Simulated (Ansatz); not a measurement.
# TiO2: the cost of one run

Method: DFT PBE, scalar-relativistic, plane waves, PAW, in Ansatz 0.2.0.

## 1. The system as given

Symmetry: I4_1/amd, No. 141, tetragonal system. The conventional cell has a = 3.898 Å, b = 3.898 Å, c = 9.229 Å, α = 90.00°, β = 90.00°, γ = 90.00°. Around Ti (site symmetry -4m2) lie 6 O at 1.92 to 1.99 Å. O (site symmetry 2mm) is surrounded by 3 Ti at 1.92 to 1.99 Å.

Coordinates:

```
CELL_PARAMETERS angstrom
-1.94886 1.94886 4.61458
1.94886 -1.94886 4.61458
1.94886 1.94886 -4.61458
ATOMIC_POSITIONS crystal
Ti 0.00000 0.00000 0.00000
Ti 0.75000 0.25000 0.50000
O 0.20810 0.20810 0.00000
O 0.95810 0.45810 0.50000
O 0.54190 0.04190 0.50000
O 0.79190 0.79190 0.00000
```

## 2. Relaxing the atoms: TiO2, no spin

Contents of input.yaml:

```yaml
crystal:
  lattice:
    - [-1.948863, 1.948863, 4.614581]
    - [1.948863, -1.948863, 4.614581]
    - [1.948863, 1.948863, -4.614581]
  atoms:
    - { symbol: Ti, position: [0.0, 0.0, 0.0] }
    - { symbol: Ti, position: [0.75, 0.25, 0.5] }
    - { symbol: O, position: [0.2081, 0.2081, 0.0] }
    - { symbol: O, position: [0.9581, 0.4581, 0.5] }
    - { symbol: O, position: [0.5419, 0.0419, 0.5] }
    - { symbol: O, position: [0.7919, 0.7919, 0.0] }
scf:
  occupations: { method: fixed }
output:
  forces: true
  stress: true
hamiltonian:
  xc: pbe
kpoints:
  mp_grid: { grid: [7, 7, 7] }
relax:
  f_tol: 0.002
```

The run is started by

```console
ansatz run input.yaml --threads 8 --pin off --max-ram 16384MiB --backend cpu --events-out ev --progress --plain --runs-dir out
```

Q: Estimate wall time and peak memory on 8 threads of AMD EPYC 9R45 (Zen 5), shared host.

About 1.6 s, with a peak of 0.54 GiB.
